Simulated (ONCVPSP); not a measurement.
# Pr: generating and testing an ONCV potential

Aim: build the potential from the settings below, then test how well it stands in for the atom: other configurations, scattering, ghost states and the plane-wave cutoff that it needs.

The numbers are computed with ONCVPSP 4.0.1.1 (patched build) (PBE, scalar-relativistic, spin-unpolarised reference atom).

## Step 1: Starting point

Typed settings, in words:

```
element                 : praseodymium (Pr, Z = 59)
type                    : optimised norm-conserving Vanderbilt (ONCV)
frozen core             : [Kr] 4d10
valence charge          : 13
reference configuration : 4f3 5s2 5p6 6s2
partial waves           : 5s+6s: rc 2.95 bohr, ncon 4, nbas 8, qcut 3.6 1/bohr, 2 projectors; 5p: rc 2.70 bohr, ncon 4, nbas 8, qcut 4.8 1/bohr, 2 projectors, debl 1.1 Ha; d scattering state at 0.29 Ha: rc 2.75 bohr, ncon 4, nbas 7, qcut 4 1/bohr, 1 projector; 4f: rc 1.65 bohr, ncon 4, nbas 9, qcut 8.9 1/bohr, local
local potential         : the f channel
core correction         : not asked for
```

An earlier all-electron run gives the scale for the radii.

All-electron outer shells of the reference configuration (PBE, scalar-relativistic, ld1.x):

```csv
shell,level (eV),outermost node (bohr),outermost maximum (bohr)
5s,-39.03,0.74,1.35
5p,-21.47,0.79,1.53
6s,-3.46,1.81,3.85
5d,-2.02,0.91,2.28
4f,-1.25,–,0.69
6p,-1.24,2.18,5.13
```

## Step 2: Generating the potential

Pr.dat

```
# ATOM AND REFERENCE CONFIGURATION
# atsym  z   nc   nv     iexc    psfile
  Pr 59.00    9    4        4      upf
#
#   n    l    f
    1    0    2.00
    2    0    2.00
    2    1    6.00
    3    0    2.00
    3    1    6.00
    3    2   10.00
    4    0    2.00
    4    1    6.00
    4    2   10.00
    4    3    3.00
    5    0    2.00
    5    1    6.00
    6    0    2.00
#
# PSEUDOPOTENTIAL AND OPTIMIZATION
# lmax
    3
#
#   l,   rc,      ep,       ncon, nbas, qcut
    0    2.95    0.00    4    8    3.60
    1    2.70    0.00    4    8    4.80
    2    2.75    0.29    4    7    4.00
    3    1.65    0.00    4    9    8.90
#
# LOCAL POTENTIAL
# lloc, lpopt,  rc(5),   dvloc0
    3    5    1.65    0.00
#
# VANDERBILT-KLEINMAN-BYLANDER PROJECTORs
# l, nproj, debl
    0    2    1.30
    1    2    1.10
    2    1    2.80
    3    0    2.70
#
# MODEL CORE CHARGE
# icmod, fcfact, rcfact
    0    0.00    0.00
#
# LOG DERIVATIVE ANALYSIS
# epsh1, epsh2, depsh
   -3.00    5.00    0.02
#
# OUTPUT GRID
# rlmax, drl
    6.00    0.01
#
# TEST CONFIGURATIONS
# ncnf
    4
# nvcnf
#   n    l    f
    4
    4    3    3.00
    5    0    2.00
    5    1    6.00
    6    0    1.00
#
    4
    4    3    3.00
    5    0    2.00
    5    1    6.00
    6    0    0.00
#
    4
    4    3    2.00
    5    0    2.00
    5    1    6.00
    6    0    0.00
#
    5
    4    3    3.00
    5    0    2.00
    5    1    6.00
    6    0    0.00
    5    2    1.00
#
```

Command:

```
oncvpsp.x < Pr.dat > Pr.out
```

What does the calculation give? Wanted: cutoffs for 1 and 0.1 mHa per electron, occupied waves; bound ghosts; GHOST(+) flags; largest phase difference near zero energy, channels read; projector energies reset by the program.

As calculated:

| quantity | value |
| --- | --- |
| cutoffs for 1 and 0.1 mHa per electron, occupied waves | 39 Ha and 134 Ha |
| bound ghosts | s at -126.79 eV |
| GHOST(+) flags | p at 17 eV, d at 141 eV, d at 152 eV (1 near or above the test basis's cutoff) |
| largest phase difference near zero energy, channels read | 0.117 rad |
| projector energies reset by the program | d: 0.050 Ha |

It has a bound ghost (s), a state that the atom doesn't have, and that rules the file out. The potential is hard: the looser tolerance needs 39 Ha. The tighter tolerance needs 134 Ha, and converged work needs a cutoff nearer that. At the looser tolerance the 4f wave is the slowest; 5p needs 5 Ha. Near zero energy the largest phase difference among the channels read is 0.12 rad, in the f channel. The pseudo curves have a pole with no partner nearby in the atom's: p at 0.59 Ha. At positive energy that is a spurious or a displaced resonance. The program also flags highly localised states, GHOST(+) (p, d).
